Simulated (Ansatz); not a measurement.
# KPd3: the cost of one run

Method: DFT PBE, scalar-relativistic, plane waves, PAW, in Ansatz 0.2.0.

1 further run of the same task is left out (it didn't finish).

**1. The system as given**

The structure is cubic, space group Fm-3m (No. 225). The conventional cell has a = 7.553 Å, b = 7.553 Å, c = 7.553 Å, α = 90.00°, β = 90.00°, γ = 90.00°. Around K (site symmetry m-3m) lie 8 Pd at 3.27 Å. Pd (site symmetry -43m) is surrounded by 4 K at 3.27 Å and 4 Pd at 3.27 Å. Pd (site symmetry m-3m) has 8 Pd at 3.27 Å as nearest neighbours.

As a file:

```
CELL_PARAMETERS angstrom
0.00000 3.77642 3.77642
3.77642 0.00000 3.77642
3.77642 3.77642 0.00000
ATOMIC_POSITIONS crystal
K 0.00000 0.00000 0.00000
Pd 0.25000 0.25000 0.25000
Pd 0.75000 0.75000 0.75000
Pd 0.50000 0.50000 0.50000
```

A structure generator made this guess: species swapped into a database cell of Rb3Na (Fm-3m, No. 225), with Pd on the Rb sites and K on the Na sites. Lengths come from tabulated atomic sizes and are only a guess.

**2. The guess as it stands, on a coarse mesh**

File input.yaml:

```yaml
crystal:
  lattice:
    - [0.0, 3.77642016, 3.77642016]
    - [3.77642016, 0.0, 3.77642016]
    - [3.77642016, 3.77642016, 0.0]
  atoms:
    - { symbol: K, position: [0.0, 0.0, 0.0] }
    - { symbol: Pd, position: [0.25, 0.25, 0.25] }
    - { symbol: Pd, position: [0.75, 0.75, 0.75] }
    - { symbol: Pd, position: [0.5, 0.5, 0.5] }
basis:
  ecutwfc: 420
kpoints:
  mp_grid: { grid: [4, 4, 4] }
hamiltonian:
  xc: pbe
scf:
  occupations: { method: gaussian, width: 0.1 }
  lower_state_search: "off"
output:
  forces: true
  stress: true
  eigenvalues: true
```

The run is started by

```sh
> ansatz run input.yaml --threads 1 --pin off --max-ram 2048MiB --backend cpu --events-out ev --progress --plain --runs-dir out
```

Q: Estimate wall time and peak memory on 1 thread of Arm Neoverse V1, shared host.

About 2.5 s, with a peak of 0.33 GiB.
